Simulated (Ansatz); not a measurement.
Geometry optimisation, DFT PBE, scalar-relativistic, plane waves, PAW (Ansatz).

input.yaml

```yaml
accuracy: low
crystal:
  lattice:
    - [9.161558, 0.0, 0.0]
    - [4.580779, 7.934142, 0.0]
    - [0.0, 0.0, 15.675238]
  atoms:
    - { symbol: In, position: [0.0, 0.0, 0.0637949] }
    - { symbol: Sb, position: [0.1666667, 0.1666667, 0.1234461] }
    - { symbol: In, position: [1.0, 0.5, 0.0637949] }
    - { symbol: Sb, position: [0.1666667, 0.6666667, 0.1234461] }
    - { symbol: In, position: [0.5, 0.0, 0.0637949] }
    - { symbol: Sb, position: [0.6666667, 0.1666667, 0.1234461] }
    - { symbol: In, position: [0.5, 0.5, 0.0637949] }
    - { symbol: Sb, position: [0.6666667, 0.6666667, 0.1234461] }
    - { symbol: In, position: [0.6666667, 0.6666667, 0.3023999] }
    - { symbol: Sb, position: [0.8333333, 0.8333333, 0.3620512] }
    - { symbol: In, position: [0.6666667, 0.1666667, 0.3023999] }
    - { symbol: Sb, position: [0.8333333, 0.3333333, 0.3620512] }
    - { symbol: In, position: [0.1666667, 0.6666667, 0.3023999] }
    - { symbol: Sb, position: [0.3333333, 0.8333333, 0.3620512] }
    - { symbol: In, position: [0.1666667, 0.1666667, 0.3023999] }
    - { symbol: Sb, position: [0.3333333, 0.3333333, 0.3620512] }
basis:
  ecutwfc: 420.0
kpoints:
  mp_grid: { grid: [2, 2, 1] }
hamiltonian:
  xc: pbe
  pseudopotentials: { kind: paw, azcp: { folder: soft_1 } }
scf:
  occupations: { method: fermi_dirac, width: 0.15 }
  lower_state_search: "off"
relax:
  f_tol: 0.08
  max_steps: 25
  adjacent_minimum: "off"
  constraints: [{ sites: [0, 2, 4, 6] }]
```

Command:

```bash
$ ansatz run input.yaml --threads 4 --pin off --max-ram 10240MiB --backend cpu --events-out ev --progress --plain --runs-dir out
```

Where does it end, and by what steps?

The run converged. Limits of this set-up: coarse k mesh, thin slab, slab without dipole correction, a typed lattice constant that wasn't relaxed here, low accuracy level. After 2 steps the energy has fallen by 0.359 eV; Sb10 moved furthest, 0.26 Å.

| step | energy less start (eV) | largest force component (eV/Å) | accepted |
| --- | --- | --- | --- |
| 0 | 0.0000 | 0.779 | yes |
| 1 | -0.3301 | 0.150 | yes |
| 2 | -0.3595 | 0.025 | yes |

```xyz
16
Lattice="9.1616 0.0000 0.0000 4.5808 7.9341 0.0000 0.0000 0.0000 15.6752" Properties=species:S:1:pos:R:3
In 0.000 0.000 1.000
Sb 2.290 1.322 1.883
In 11.452 3.967 1.000
Sb 4.581 5.289 1.883
In 4.581 0.000 1.000
Sb 6.871 1.322 1.883
In 6.871 3.967 1.000
Sb 9.162 5.289 1.883
In 9.162 5.289 4.916
Sb 11.452 6.612 5.931
In 6.871 1.322 4.916
Sb 9.162 2.645 5.931
In 4.581 5.289 4.916
Sb 6.871 6.612 5.931
In 2.290 1.322 4.916
Sb 4.581 2.645 5.931
```

Whether the end is a true minimum wasn't checked by a vibrational analysis.

The run took 13 s on 4 threads of Arm Neoverse V2, on a shared host, peak memory 1.7 GiB.
